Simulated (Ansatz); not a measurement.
## C2H4ClI, SMILES ClCCI: an atomisation energy, step by step

Program: the Python package of Ansatz (0.2.0).

The cells in order, each with its output:

```python
from collections import Counter

import ansatz as az
```

```python
BASIS_SET = "def2-SVP"
XC = "pbe0"
```

```python
def energy(molecule, charge=0, unpaired=0):
    calc = (
        molecule.calculation()
        .basis(gaussian=BASIS_SET)
        .functional(XC)
    )
    if charge:
        calc = calc.charge(charge)
    if unpaired:
        calc = calc.spin("collinear", total=unpaired)
    return calc.run(threads=1, pin="off").report["free_energy_ev"]
```

```python
GEOMETRY = """
Cl   -1.69170    1.00530    0.62380
C    -0.02860    0.74280    0.23250
C     0.20950   -0.72340   -0.07650
I    -0.39700   -1.29940   -2.00040
H     0.26140    1.38890   -0.61720
H     0.54530    1.06990    1.11350
H    -0.17000   -1.36250    0.71500
H     1.36320   -0.87860   -0.04660
"""

mol = az.Crystal.molecule()
for line in GEOMETRY.strip().splitlines():
    symbol, *xyz = line.split()
    mol = mol.atom(symbol, [float(v) for v in xyz])
```

```python
# Hund ground states
unpaired = {"Cl": 1, "C": 2, "I": 1, "H": 1}
counts = Counter(site.symbol for site in mol.cartesian_sites)
atom_energy = {s: energy(az.Crystal.molecule().atom(s, (0, 0, 0)), 0, unpaired[s]) for s in counts}
whole = energy(mol, 0, 0)
for s, e in atom_energy.items():
    print(f"{s:2s} x{counts[s]}  {e:14.5f} eV")
print(f"C2H4ClI: {whole:.5f} eV")
split = sum(counts[s] * e for s, e in atom_energy.items()) - whole
print(f"atomisation energy (no zero-point term): {23.060548 * split:.1f} kcal/mol, {split / sum(counts.values()):.3f} eV an atom")
```

    Cl x1    -12512.84380 eV
    C  x2     -1027.52001 eV
    I  x1     -8100.40388 eV
    H  x4       -13.61361 eV
    C2H4ClI: -22750.70997 eV
    atomisation energy (no zero-point term): 645.0 kcal/mol, 3.496 eV an atom

645.0 kcal/mol from the electronic energies, without the zero-point term.

Total energies depend on the basis set; only differences at equal settings carry meaning. The geometry is a force-field or estimated start, not a minimum of this method, and the basis set is short of its limit. All parts are taken at fixed geometry, without zero-point energy. def2 sets replace the cores of elements past krypton by effective core potentials. The spin-orbit lowering of heavy atoms is left out. It ran for 4 s on 1 thread of Arm Neoverse V2, on a shared host, peak memory 0.25 GiB.
